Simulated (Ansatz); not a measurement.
# Sb: the cost of one run

Method: DFT PBEsol, scalar-relativistic, in Ansatz 0.2.0.

## Step 1: The system as given

It takes space group I4/mmm (No. 139, tetragonal). The conventional cell has a = 3.010 Å, b = 3.010 Å, c = 4.960 Å, α = 90.00°, β = 90.00°, γ = 90.00°. Sb (site symmetry 4/mmm) has 12 Sb at 3.01 to 3.27 Å as nearest neighbours.

As a file:

```xyz
1
Lattice="-1.5050 1.5050 2.4800 1.5050 -1.5050 2.4800 1.5050 1.5050 -2.4800" Properties=species:S:1:pos:R:3 pbc="T T T"
Sb    0.0000    0.0000    0.0000
```

## Step 2: The deformed structure

Space group I4/mmm before, I4/mmm after.

## Step 3: LAPW, all electrons

Contents of input.yaml:

```yaml
crystal:
  lattice:
    - [-1.52005, 1.52005, 2.48]
    - [1.52005, -1.52005, 2.48]
    - [1.52005, 1.52005, -2.48]
  atoms:
    - { symbol: Sb, position: [0.0, 0.0, 0.0] }
kpoints:
  mp_grid: { grid: [19, 19, 19] }
  band_path:
    path:
      - [0.0, 0.0, 0.0]
      - [0.0, 0.0, 0.5]
      - [0.25, 0.25, 0.25]
      - [0.0, 0.5, 0.0]
      - [0.0, 0.0, 0.0]
      - [0.5, 0.5, -0.5]
      - [0.3439187696, 0.6560812304, -0.3439187696]
      - [-0.3439187696, 0.3439187696, 0.3439187696]
      - [0.0, 0.0, 0.0]
    npoints: 5
scf:
  occupations: { method: fermi_dirac, width: 0.05 }
hamiltonian:
  xc: pbesol
  pseudopotentials: { kind: all_electron, lapw: { basis_error: 0.00025 } }
output:
  forces: true
  stress: true
  eigenvalues: true
```

Launch:

```
ansatz run input.yaml --threads 1 --pin off --max-ram 3072MiB --backend cpu --events-out ev --progress --plain --runs-dir out
```

**Question.** How long does this run take on 1 thread of Arm Neoverse V2, shared host, and how much memory does it need?

About 52 s, with a peak of 0.69 GiB.
